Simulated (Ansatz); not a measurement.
# BePd: how the settings move a relaxation

Aim: see which settings change the result for BePd, by how much, and at what cost.

Computed with Ansatz 0.2.0 (reference: DFT, r2SCAN, PAW with Ansatz's default frozen-core files, scalar-relativistic, unless a step's input says otherwise).

**1. The system as given**

Symmetry: Pm-3m, No. 221, cubic system. The conventional cell has a = 2.785 Å, b = 2.785 Å, c = 2.785 Å, α = 90.00°, β = 90.00°, γ = 90.00°. Be (site symmetry m-3m) has 8 Pd at 2.41 Å as nearest neighbours. Pd (site symmetry m-3m) has 8 Be at 2.41 Å as nearest neighbours.

Coordinates:

```
Be Pd
1.0
     2.78458    0.00000    0.00000
     0.00000    2.78458    0.00000
     0.00000    0.00000    2.78458
Be Pd
1 1
Direct
  0.00000 0.00000 0.00000
  0.50000 0.50000 0.50000
```

**2. The reference run**

File input.yaml:

```yaml
crystal:
  lattice:
    - [2.7845839158, 0.0, 0.0]
    - [0.0, 2.7845839158, 0.0]
    - [0.0, 0.0, 2.7845839158]
  atoms:
    - { symbol: Be, position: [0.0, 0.0, 0.0] }
    - { symbol: Pd, position: [0.5, 0.5, 0.5] }
kpoints:
  mp_grid: { grid: [12, 12, 12] }
scf:
  occupations: { method: fermi_dirac, width: 0.05 }
hamiltonian:
  xc: r2scan
  pseudopotentials: { kind: paw }
output:
  forces: true
  stress: true
  efg: { contact_densities: true }
relax:
  f_tol: 0.005
  max_steps: 80
  cell: {}
```

On the command line:

```sh
> ansatz run input.yaml --threads 1 --pin off --max-ram 2048MiB --backend cpu --events-out ev --progress --plain --runs-dir out
```

**3. Changed: mixing.algorithm msr1, mixing.beta 0.3, mixing.ndim 2**

Edit input.yaml of step 2 so:

```diff
@@ -12,2 +12,3 @@
   occupations: { method: fermi_dirac, width: 0.05 }
+  mixing: { algorithm: msr1, beta: 0.3, ndim: 2 }
 hamiltonian:
```

**4. Variant: mixing.algorithm anderson, mixing.beta 0.05, ecutwfc 600 eV**

Edit input.yaml of step 2 so:

```diff
@@ -12,2 +12,3 @@
   occupations: { method: fermi_dirac, width: 0.05 }
+  mixing: { algorithm: anderson, beta: 0.05 }
 hamiltonian:
@@ -23 +24,3 @@
   cell: {}
+basis:
+  ecutwfc: "600 eV"
```

Q: Predict the outcome of this session. Wanted: for each run, ending; energy change; pressure; gap; force.

The runs gave:

| run | ending | energy change | pressure (GPa) | gap (eV) | force (eV/Å) | cycles | time |
| --- | --- | --- | --- | --- | --- | --- | --- |
| reference | converged | 0 | 0.0 | 0.00 | 0.00 | 26 | 17 s |
| 1: mixing.algorithm msr1, mixing.beta 0.3, mixing.ndim 2 | converged | 0.0 meV/atom | 0.0 | 0.00 | 0.00 | 29 | 17 s |
| 2: mixing.algorithm anderson, mixing.beta 0.05, ecutwfc 600 eV | converged | -2.2 meV/atom | 0.0 | 0.00 | 0.00 | 34 | 20 s |

What this shows: Of the converged runs whose energies compare with the reference's, «mixing.algorithm anderson, mixing.beta 0.05, ecutwfc 600 eV» moves the energy most (-2.2 meV/atom) and «mixing.algorithm msr1, mixing.beta 0.3, mixing.ndim 2» least (0.0 meV/atom).
